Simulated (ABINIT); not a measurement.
# ZnBr (P6/mmm) in ABINIT: single point with PBE+D3

Aim: the single point of ZnBr with PBE+D3.

Program: ABINIT 10.8.3 (patched build). These are calculated values, not measurements. Logs are shortened: lines on timing, memory, paths and dates and some standing lists are left out, and cuts for length are marked. The log counts tension as positive stress, the text compression.

## (1) The structure

The structure is hexagonal, space group P6/mmm (No. 191). The conventional cell has a = 4.919 Å, b = 4.919 Å, c = 4.986 Å, α = 90.00°, β = 90.00°, γ = 120.00°. Zn (site symmetry 6/mmm) has 2 Br at 2.49 Å as nearest neighbours. Br (site symmetry 6/mmm) has 2 Zn at 2.49 Å as nearest neighbours.

The cell was built by a generator and needn't be a form met in nature.

## (2) Single point, PBE+D3

The input, run.abi:

```
# Pseudopotentials
pp_dirpath "./"
pseudos "Zn.GGA_PBE-JTH.xml, Br.GGA_PBE-JTH.xml"

# Structure
acell 9.2948636084 9.2948707354 9.4230815259
rprim
     1.0000000000     0.0000000000     0.0000000000
    -0.5000006332     0.8660250382     0.0000000000
     0.0000000000     0.0000000000     1.0000000000
ntypat 2
znucl 30 35
natom 2
typat 1 2
xred
     0.0000000000     0.0000000000     0.5000000000
     0.0000000000     0.0000000000     0.0000000000

# Plane-wave basis
ecut 435.382180 eV
pawecutdg 32.0
pawxcdev 0

# k points
kptopt 1
ngkpt 4 4 4
nshiftk 1
shiftk 0.0 0.0 0.0

# Exchange and correlation
ixc 11
vdw_xc 6

# Bands and occupations
nband 14
occopt 3
tsmear 0.05 eV

# SCF cycle
nstep 100
tolvrs 1.0e-9

# Output
iomode 3
prtwf 0
prtden 0
prteig 0
prtebands 0
```

Potentials or basis: JTH PAW PBE v2.0.

Launch:

```
> abinit run.abi > log 2>&1
```

run.abo:

```text
.Version 10.8.3 of ABINIT
 Symmetries : space group P6/m m m (#191); Bravais hP (primitive hexag.)
================================================================================
 Values of the parameters that define the memory need of the present run
     intxc =       0    ionmov =       0      iscf =      17    lmnmax =      18
     lnmax =       6     mgfft =      36  mpssoang =       3    mqgrid =    3001
     natom =       2  nloc_mem =       2    nspden =       1   nspinor =       1
    nsppol =       1      nsym =      24    n1xccc =       1    ntypat =       2
    occopt =       3   xclevel =       2
       mpw =        2177          nfft =       46656          nkpt =          12
 PAW method is used; the additional fine FFT grid is defined by:
   mgfftf=        48    nfftf =    110592
================================================================================
================================================================================

--------------------------------------------------------------------------------
------------- Echo of variables that govern the present computation ------------
--------------------------------------------------------------------------------
 -outvars: echo values of preprocessed input variables --------
            acell      9.2948671719E+00  9.2948671719E+00  9.4230815259E+00 Bohr
              amu      6.53900000E+01  7.99040000E+01
             ecut      1.60000000E+01 Hartree
              ixc          11
         kptrlatt        4    0    0      0    4    0      0    0    4
          kptrlen      3.71794687E+01
            natom           2
            nband          14
            ngfft          36      36      36
          ngfftdg          48      48      48
             nkpt          12
            nstep         100
             nsym          24
           ntypat           2
           occopt           3
        pawecutdg      3.20000000E+01 Hartree
         pawxcdev           0
           prtden           0
        prtebands           0
           prteig           0
            prtwf           0
            rprim      1.0000000000E+00  0.0000000000E+00  0.0000000000E+00
                      -5.0000000000E-01  8.6602540378E-01  0.0000000000E+00
                       0.0000000000E+00  0.0000000000E+00  1.0000000000E+00
          spgroup         191
           tolvrs      1.00000000E-09
           tsmear      1.83746611E-03 Hartree
            typat      1  2
           useylm           1
           vdw_xc           6
           xangst      0.0000000000E+00  0.0000000000E+00  2.4932399983E+00
                       0.0000000000E+00  0.0000000000E+00  0.0000000000E+00
            xcart      0.0000000000E+00  0.0000000000E+00  4.7115407629E+00
                       0.0000000000E+00  0.0000000000E+00  0.0000000000E+00
             xred      0.0000000000E+00  0.0000000000E+00  5.0000000000E-01
                       0.0000000000E+00  0.0000000000E+00  0.0000000000E+00
            znucl       30.00000   35.00000
[... 132 lines left out ...]
    2       0.000000000000      0.000000000000      0.000000000000

 cartesian coordinates (angstrom) at end:
    1      0.00000000000000     0.00000000000000     2.49323999830223
    2      0.00000000000000     0.00000000000000     0.00000000000000

 cartesian forces (hartree/bohr) at end:
    1     -0.00000000000000    -0.00000000000000    -0.00000000000000
    2     -0.00000000000000    -0.00000000000000    -0.00000000000000
 frms,max,avg= 0.0000000E+00 0.0000000E+00   0.000E+00  0.000E+00  0.000E+00 h/b

 cartesian forces (eV/Angstrom) at end:
    1     -0.00000000000000    -0.00000000000000    -0.00000000000000
    2     -0.00000000000000    -0.00000000000000    -0.00000000000000
 frms,max,avg= 0.0000000E+00 0.0000000E+00   0.000E+00  0.000E+00  0.000E+00 e/A
 length scales=  9.294867171876  9.294867171876  9.423081525900 bohr
              =  4.918631882390  4.918631882390  4.986479996604 angstroms
 Fermi (or HOMO) energy (hartree) =  -0.02936   Average Vxc (hartree)=  -0.21222
 Eigenvalues (hartree) for nkpt=  12  k points:
 kpt#   1, nband= 14, wtk=  0.01563, kpt=  0.0000  0.0000  0.0000 (reduced coord)
  -0.59638   -0.28951   -0.28951   -0.28929   -0.28929   -0.28656   -0.20188   -0.13364
  -0.13364   -0.10950    0.12030    0.17099    0.17099    0.24145
      occupation numbers for kpt#   1
   2.00000    2.00000    2.00000    2.00000    2.00000    2.00000    2.00000    2.00000
   2.00000    2.00000    0.00000    0.00000    0.00000    0.00000
 prteigrs : prtvol=0 or 1, do not print more k-points.

--- !EnergyTerms
iteration_state     : {dtset: 1, }
comment             : Components of total free energy in Hartree
kinetic             :  1.12216425812618E+01
hartree             :  3.22567056395298E+01
xc                  : -7.82556192375220E+00
Ewald energy        : -3.35851295362483E+01
psp_core            :  1.02992907091058E+00
local_psp           : -9.99595508992546E+01
PAW spherical_terms :  1.89490316031276E+01
VdWaals_dft_d       : -5.91716262357025E-03
internal            : -7.79188506270490E+01
'-kT*entropy'       : -4.36630767024018E-04
total_energy        : -7.79192872578160E+01
total_energy_eV     : -2.12029182158398E+03
...

--- !EnergyTermsDC
iteration_state     : {dtset: 1, }
comment             : '"Double-counting" decomposition of free energy'
band_energy         : -5.14867037457198E+00
Ewald energy        : -3.35851295362483E+01
psp_core            :  1.02992907091058E+00
xc_dc               : -3.36214913929902E+01
PAW spherical_terms : -6.58757680281740E+00
VdWaals_dft_d       : -5.91716262357025E-03
internal            : -7.79188561983409E+01
'-kT*entropy'       : -4.36630767024018E-04
total_energy_dc     : -7.79192928291079E+01
total_energy_dc_eV  : -2.12029197318655E+03
...

--- !EnergyTermsWithPAWCore
iteration_state     : {dtset: 1, }
comment             : 'Components of total free energy, including PAW core contributions'
Total energy        : -4.40253876395258E+03
Total energy DC     : -4.40253876952387E+03
Total energy (eV)   : -1.19799182768817E+05
Total energy DC (eV): -1.19799182920420E+05
...

 Cartesian components of stress tensor (hartree/bohr^3)
  sigma(1 1)=  2.86155485E-05  sigma(3 2)=  0.00000000E+00
  sigma(2 2)=  2.86155485E-05  sigma(3 1)=  0.00000000E+00
  sigma(3 3)= -4.47518411E-06  sigma(2 1)=  0.00000000E+00

-Cartesian components of stress tensor (GPa)         [Pressure= -5.1738E-01 GPa]
- sigma(1 1)=  8.41898502E-01  sigma(3 2)=  0.00000000E+00
- sigma(2 2)=  8.41898502E-01  sigma(3 1)=  0.00000000E+00
- sigma(3 3)= -1.31664462E-01  sigma(2 1)=  0.00000000E+00

== END DATASET(S) ==============================================================
================================================================================

 -outvars: echo values of variables after computation  --------
            acell      9.2948671719E+00  9.2948671719E+00  9.4230815259E+00 Bohr
           etotal     -7.7919292829E+01
            fcart     -0.0000000000E+00 -0.0000000000E+00 -0.0000000000E+00
                      -0.0000000000E+00 -0.0000000000E+00 -0.0000000000E+00
            rprim      1.0000000000E+00  0.0000000000E+00  0.0000000000E+00
                      -5.0000000000E-01  8.6602540378E-01  0.0000000000E+00
                       0.0000000000E+00  0.0000000000E+00  1.0000000000E+00
           strten      2.8615548470E-05  2.8615548470E-05 -4.4751841108E-06
                       0.0000000000E+00  0.0000000000E+00  0.0000000000E+00
           xangst      0.0000000000E+00  0.0000000000E+00  2.4932399983E+00
                       0.0000000000E+00  0.0000000000E+00  0.0000000000E+00
             xred      0.0000000000E+00  0.0000000000E+00  5.0000000000E-01
                       0.0000000000E+00  0.0000000000E+00  0.0000000000E+00
 Calculation completed.
```

Wall time 31 s (1 thread of Intel Xeon Platinum 8175M at 2.50GHz (Skylake/Cascade Lake), shared host); peak memory 0.11 GiB.

What came out:

```yaml
Free_energy: -2120.2920 eV
Band_gap_on_the_k_mesh: none (metal or under the smearing width)
Valence_electrons_inside_the_program's_atomic_spheres: Zn 10.60; Br 4.92
```

Caveat: the k mesh is coarse (spacing up to 0.37 Å⁻¹), so the values aren't converged; the cutoff is too short for stress, so the log's stress isn't used; an odd number of electrons without spin polarisation forces a metal; a magnetic or distorted state may lie lower.
